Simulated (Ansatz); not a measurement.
# HfC: the cost of one run

Computed with Ansatz 0.2.0, driven from Python. The levels of theory stand in the script.

## 1. The system

The structure is hexagonal, space group P6_3/mmc (No. 194). The conventional cell has a = 3.343 Å, b = 3.343 Å, c = 5.203 Å, α = 90.00°, β = 90.00°, γ = 120.00°. Around Hf (site symmetry -6m2) lie 6 C at 2.33 Å. C (site symmetry -3m) has 6 Hf at 2.33 Å as nearest neighbours.

No structure file is read: the coordinates are typed or built in the script.

## 2. The code

run_xc.py reads:

```python
"""One structure of HfC under several functionals."""

import argparse
import warnings

import ansatz as az
import pandas as pd
from pymatgen.core import Lattice, Structure
from pymatgen.io.ase import AseAtomsAdaptor

parser = argparse.ArgumentParser(description="One structure of HfC under several functionals.")
parser.add_argument("--kmesh", type=int, nargs=3, required=True, help="k-point sampling")
parser.add_argument("--filling", required=True, help="how the bands are filled")
args = parser.parse_args()

warnings.simplefilter("ignore", az.DeckWarning)

pmg_structure = Structure(
    Lattice([[3.342866, 0.0, 0.0], [-1.671433, 2.895007, 0.0], [0.0, 0.0, 5.202714]]),
    ["Hf", "Hf", "C", "C"],
    [
        [2 / 3, 1 / 3, 0.75],
        [1 / 3, 2 / 3, 0.25],
        [0.0, 0.0, 0.0],
        [0.0, 0.0, 0.5],
    ],
)
system = az.Crystal.from_ase(AseAtomsAdaptor.get_atoms(pmg_structure))

setup = (
    system.calculation()
    .pseudopotentials("paw")
    .basis(41 * az.Ry)
    .kpoints(*args.kmesh, center="gamma")
    .occupations(args.filling, width=150 * az.meV)
    .stress()
)

rows = []
for value in ["pbesol", "lda", "blyp"]:
    data = setup.functional(value).run(threads=1, pin="off").report
    rows.append((value, data["free_energy_ev"] / len(data["lattice"]["sites"]), data["n_iterations"], sum(data["stress_gpa"][i][i] for i in range(3)) / 3, data["n_kpoints"]))

table = pd.DataFrame(rows, columns=["functional", "F/atom (eV)", "iterations", "P (GPa)", "k-points"])
print(table.round(5).to_string(index=False))
```

## 3. The calls as engine input

The package turns the script's settings into the engine's input (first run):

```yaml
crystal:
  lattice:
    - [3.342866, 0.0, 0.0]
    - [-1.671433, 2.895007, 0.0]
    - [0.0, 0.0, 5.202714]
  atoms:
    - { symbol: Hf, position: [0.6666666666666666, 0.3333333333333333, 0.75] }
    - { symbol: Hf, position: [0.33333333333333326, 0.6666666666666666, 0.25] }
    - { symbol: C, position: [0.0, 0.0, 0.0] }
    - { symbol: C, position: [0.0, 0.0, 0.5] }
basis:
  ecutwfc: 557.833418042754
kpoints:
  mp_grid:
    grid: [7, 7, 4]
    shift: [0.0, 0.0, 0.0]
hamiltonian:
  xc: pbesol
  pseudopotentials:
    kind: paw
scf:
  occupations:
    method: fermi_dirac
    width: 0.15
output:
  stress: true
```

## 4. Running it

Started as:

```console
> python run_xc.py --kmesh 7 7 4 --filling fermi_dirac
```

What time and memory should one allow on 1 thread of Arm Neoverse V1, shared host?

About 14 s, with a peak of 0.53 GiB.
